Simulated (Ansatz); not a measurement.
# P (black phosphorus): the cost of one run

Computed with Ansatz 0.2.0 (DFT r2SCAN, scalar-relativistic, plane waves, PAW, unless a step's input says otherwise).

## 1. Starting point

Symmetry: Cmce, No. 64, orthorhombic system. Conventional cell: a = 3.316 Å, b = 10.484 Å, c = 4.379 Å, α = 90.00°, β = 90.00°, γ = 90.00°. P (site symmetry m) is surrounded by 3 P at 2.22 to 2.24 Å.

As a file:

```
P
1.0
     1.65820   -5.24200    0.00000
     1.65820    5.24200    0.00000
     0.00000    0.00000    4.37930
P
4
Direct
  0.89838 0.10162 0.08068
  0.60162 0.39838 0.58068
  0.10162 0.89838 0.91932
  0.39838 0.60162 0.41932
```

The structure rests on an entry of the Crystallography Open Database; cell or positions may have been set otherwise for this series.

## 2. Relaxing the atoms: P (black phosphorus), no spin

input.yaml reads:

```yaml
crystal:
  lattice:
    - [1.6582, -5.242, 0.0]
    - [1.6582, 5.242, 0.0]
    - [0.0, 0.0, 4.3793]
  atoms:
    - { symbol: P, position: [0.89838, 0.10162, 0.08068] }
    - { symbol: P, position: [0.60162, 0.39838, 0.58068] }
    - { symbol: P, position: [0.10162, 0.89838, 0.91932] }
    - { symbol: P, position: [0.39838, 0.60162, 0.41932] }
scf:
  occupations: { method: gaussian, width: 0.05 }
output:
  forces: true
  stress: true
  eigenvalues: true
  write_density: true
  write_potential: true
  elf: true
  volumetric_format: npy
hamiltonian:
  xc: r2scan
kpoints:
  mp_grid: { grid: [12, 12, 10] }
basis:
  ecutwfc: 520
relax:
  f_tol: 0.002
  max_steps: 100
```

Started as:

```sh
$ ansatz run input.yaml --threads 4 --pin off --max-ram 9216MiB --backend cpu --events-out ev --progress --plain --runs-dir out
```

What time and memory should one allow on 4 threads of AMD EPYC 9R45 (Zen 5), shared host?

About 15 s, with a peak of 1.1 GiB.
